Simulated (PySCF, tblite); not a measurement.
# C5H11N3Si: geometry, infrared bands and NMR shifts

Wanted: the infrared bands and NMR shifts of C5H11N3Si (`C[Si](C)(C)n1cnnc1`), by calculation.

Computed with tblite 0.8.0 and PySCF 2.14.0, with density-fitted response routines of our own, on a single molecule in the gas phase. Atoms are numbered from 0 throughout.

### Step 1. Starting geometry

20 atoms, charge 0, multiplicity 1; geometry from: force field or distance geometry start.

Bonds of the start (Å): C0–Si1 1.86, Si1–C2 1.88, Si1–C3 1.87, Si1–N4 1.75, N4–C5 1.35, C5–N6 1.32, N6–N7 1.37, N7–C8 1.32, C8–N4 1.36, C0–H9 1.11, C0–H10 1.09, C0–H11 1.09, C2–H12 1.09, C2–H13 1.09, C2–H14 1.11, C3–H15 1.10, C3–H16 1.10, C3–H17 1.09, C5–H18 1.09, C8–H19 1.08.

### Step 2. Optimising the geometry with GFN2-xTB

What the job is given:

```
{"job": {"kind": "relax", "xc": "GFN2-xTB", "basis": "xTB"}, "charge": 0, "multiplicity": 1}
C     -1.108800     1.464800    -0.988900
Si    -0.503200    -0.023600    -0.050600
C     -1.234700    -0.018300     1.683400
C     -1.061800    -1.572200    -0.938200
N      1.245000     0.034500     0.085000
C      1.964300     1.024100     0.658400
N      3.248300     0.736200     0.555900
N      3.357300    -0.466300    -0.100200
C      2.137700    -0.880900    -0.387000
H     -2.211700     1.440900    -1.073800
H     -0.695100     1.489200    -1.997500
H     -0.843600     2.391600    -0.476000
H     -0.899000    -0.872400     2.270500
H     -0.963500     0.896500     2.215100
H     -2.339000    -0.052300     1.628900
H     -2.155500    -1.607300    -0.985000
H     -0.730000    -2.473300    -0.393400
H     -0.658900    -1.621200    -1.946000
H      1.559600     1.911600     1.138600
H      1.887300    -1.790900    -0.902100
```

On the command line:

```
> OMP_NUM_THREADS=1 python probes_run.py task.json out
```

One launch serves the whole session: the jobs run in the order shown.

**Question.** This job is followed by: GFN2-xTB harmonic vibrations, gas phase; GIAO PBE0/pcSseg-1 NMR shielding, non-relativistic, gas phase. What will the session give for the following? strongest single infrared mode (GFN2-xTB); zero-point energy (GFN2-xTB); ¹³C shifts against TMS (PBE0/pcSseg-1, means over atoms taken as alike); ¹H shifts against TMS (PBE0/pcSseg-1, means over atoms taken as alike); ²⁹Si shifts against TMS (PBE0/pcSseg-1); ¹⁵N shifts against NH3 (PBE0/pcSseg-1, means over atoms taken as alike).

As calculated:

| quantity | value |
| --- | --- |
| strongest single infrared mode (GFN2-xTB) | 868 cm⁻¹, 257 km/mol |
| zero-point energy (GFN2-xTB) | 99.6 kcal/mol |
| ¹³C shifts against TMS (PBE0/pcSseg-1, means over atoms taken as alike) | 145.3, 0.7 ppm |
| ¹H shifts against TMS (PBE0/pcSseg-1, means over atoms taken as alike) | 7.79, 0.43 ppm |
| ²⁹Si shifts against TMS (PBE0/pcSseg-1) | 9.7 ppm |
| ¹⁵N shifts against NH3 (PBE0/pcSseg-1, means over atoms taken as alike) | 369.3, 199.7 ppm |

What this shows: Over 32 steps the energy fell by 0.228 eV; of the close pairs, C0–Si1 changed most, 1.861 to 1.902 Å. No mode is imaginary among the 54: a minimum at this level. The strongest single mode, at 868 cm⁻¹, has its largest shares on H15, H14, H9 and Si1 (the list is cut at 4 atoms). GFN2-xTB is a fitted tight-binding method: band positions and strengths are rough. Its intensities can rank the bands wrongly. At PBE0/pcSseg-1: The widest tensor belongs to N6, N7: span 537 ppm, with a paramagnetic part of -433 ppm. NICS(1)zz of -32 ppm above the planar ring from N4 marks a diatropic (aromatic) ring current.
